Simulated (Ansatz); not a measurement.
# Ge10H16 off sphere (Ge9NH16): structure and electronic state

Aim: characterise Ge10H16 off sphere (Ge9NH16) as a doublet: its structure, frontier levels and distribution of charge and spin.

Method: UKS PBE0-D4/def2-TZVP; program: Ansatz 0.2.0, Gaussian basis.

Levels to be run: relaxation at r2SCAN-D4/def2-SVP; a search for the lowest solution at PBE0-D4/def2-SVP; a single point at PBE0-D4/def2-TZVP.

## Step 1: Where the work starts

26 atoms, charge 0, spin multiplicity 2.

Atoms are counted from 1 here; the program's logs count them from 0.

Bond lengths: Ge1–Ge7 2.501 Å, Ge1–H11 1.609 Å, Ge1–H12 1.583 Å, Ge2–Ge7 2.451 Å, Ge2–Ge9 2.431 Å, Ge2–H13 1.525 Å, Ge2–H14 1.529 Å, Ge3–Ge7 2.459 Å, Ge3–Ge10 2.428 Å, Ge3–H15 1.524 Å, Ge3–H16 1.531 Å, Ge4–N8 1.872 Å, Ge4–Ge10 2.407 Å, Ge4–H17 1.520 Å, Ge4–H18 1.532 Å, Ge5–Ge9 2.419 Å, Ge5–Ge10 2.422 Å, Ge5–H19 1.521 Å and more. Angles: Ge7–Ge1–H11 100.7°, Ge7–Ge1–H12 99.5°, H11–Ge1–H12 93.4°, Ge7–Ge2–Ge9 111.2°, Ge7–Ge2–H13 115.8°, Ge7–Ge2–H14 116.3°, Ge9–Ge2–H13 105.8°, Ge9–Ge2–H14 105.7°, H13–Ge2–H14 100.8°, Ge7–Ge3–Ge10 110.8°, Ge7–Ge3–H15 111.4°, Ge7–Ge3–H16 114.1°, Ge10–Ge3–H15 107.4°, Ge10–Ge3–H16 111.3°, H15–Ge3–H16 101.2°, N8–Ge4–Ge10 109.2°, N8–Ge4–H17 102.1°, N8–Ge4–H18 105.7° and more.

The start is a GFN2-xTB geometry.

## Step 2: Relaxation at r2SCAN-D4/def2-SVP

in.yaml reads:

```yaml
crystal:
  periodic: [false, false, false]
  atoms:
    - {symbol: Ge, position_ang: [0.211720, -3.104040, -0.097180]}
    - {symbol: Ge, position_ang: [0.014660, -0.013040, -2.785570]}
    - {symbol: Ge, position_ang: [-2.688460, -0.163250, -0.024030]}
    - {symbol: Ge, position_ang: [0.223300, -0.009000, 2.484330]}
    - {symbol: Ge, position_ang: [-0.001230, 2.914890, -0.037930]}
    - {symbol: Ge, position_ang: [2.578050, 0.131790, 0.237060]}
    - {symbol: Ge, position_ang: [-1.273630, -1.599350, -1.432380]}
    - {symbol: N, position_ang: [1.366500, -0.856990, 1.268710]}
    - {symbol: Ge, position_ang: [1.367000, 1.443610, -1.385720]}
    - {symbol: Ge, position_ang: [-1.331490, 1.375110, 1.275070]}
    - {symbol: H, position_ang: [-0.276170, -4.545410, -0.618910]}
    - {symbol: H, position_ang: [-0.637140, -3.193140, 1.236200]}
    - {symbol: H, position_ang: [0.977530, -0.629020, -3.795210]}
    - {symbol: H, position_ang: [-0.792560, 0.916900, -3.691820]}
    - {symbol: H, position_ang: [-3.513790, -0.985620, 0.958590]}
    - {symbol: H, position_ang: [-3.788550, 0.576540, -0.790630]}
    - {symbol: H, position_ang: [-0.339350, -1.184770, 3.266200]}
    - {symbol: H, position_ang: [1.136640, 0.707990, 3.483270]}
    - {symbol: H, position_ang: [-0.876590, 3.875060, -0.829560]}
    - {symbol: H, position_ang: [0.778000, 3.850360, 0.873080]}
    - {symbol: H, position_ang: [3.487860, -0.968100, -0.296800]}
    - {symbol: H, position_ang: [3.464950, 0.891040, 1.229060]}
    - {symbol: H, position_ang: [-2.229370, -2.185340, -2.526360]}
    - {symbol: H, position_ang: [1.878700, -1.574130, 1.767800]}
    - {symbol: H, position_ang: [2.443020, 2.257860, -2.116830]}
    - {symbol: H, position_ang: [-2.179600, 2.070040, 2.349570]}
basis:
  gaussian: {orbitals: def2-SVP}
magnetization: {spin_polarized: true, initial_magnetization: 1}
hamiltonian: {xc: r2scan, dispersion: d4}
scf: {lower_state_search: "off"}
output: {orbitals: {seedname: orbitals}}
relax: {f_tol: 0.03, max_steps: 70}
```

Launch:

```sh
> ansatz run in.yaml --threads 2 --pin off --events-out ev --progress --plain --max-ram 32768MiB --backend cuda --devices 0, --max-vram 18GiB
```

After this run come: Searching for the lowest solution, PBE0-D4/def2-SVP; Single point, PBE0-D4/def2-TZVP.

**Question.** What will the summary of the whole plan be? Wanted: point group; commonest bond, hydrogen aside; HOMO, LUMO at PBE0-D4/def2-TZVP; ⟨S²⟩; dipole at r2SCAN-D4/def2-SVP.

The runs gave:

```
                                         quantity                            value
                                      point group                               C1
                   commonest bond, hydrogen aside  Ge–Ge, 9 of mean length 2.427 Å
HOMO, LUMO at PBE0-D4/def2-TZVP (over both spins)                  -5.79, -2.73 eV
                                             ⟨S²⟩                            0.753
                     dipole at r2SCAN-D4/def2-SVP                           1.07 D
```

The molecule keeps its bonding pattern by the stored test; the atoms moved 0.17 Å (rms), and the angle H11–Ge1–H12 went from 93° to 108°. No usable vibrations, so a minimum isn't proven. The alpha HOMO lies nearest to Ge1 53 %; H11 11 % and the alpha LUMO to Ge4, Ge6 about 8 % each; N8 7 % (shares on a coarse grid); over both spins the LUMO of beta spin, not drawn, take the frontier's place. Whether this spin is the lowest isn't tested here. The point group is read from a loosely relaxed geometry; soft torsions can leave it below the true symmetry.
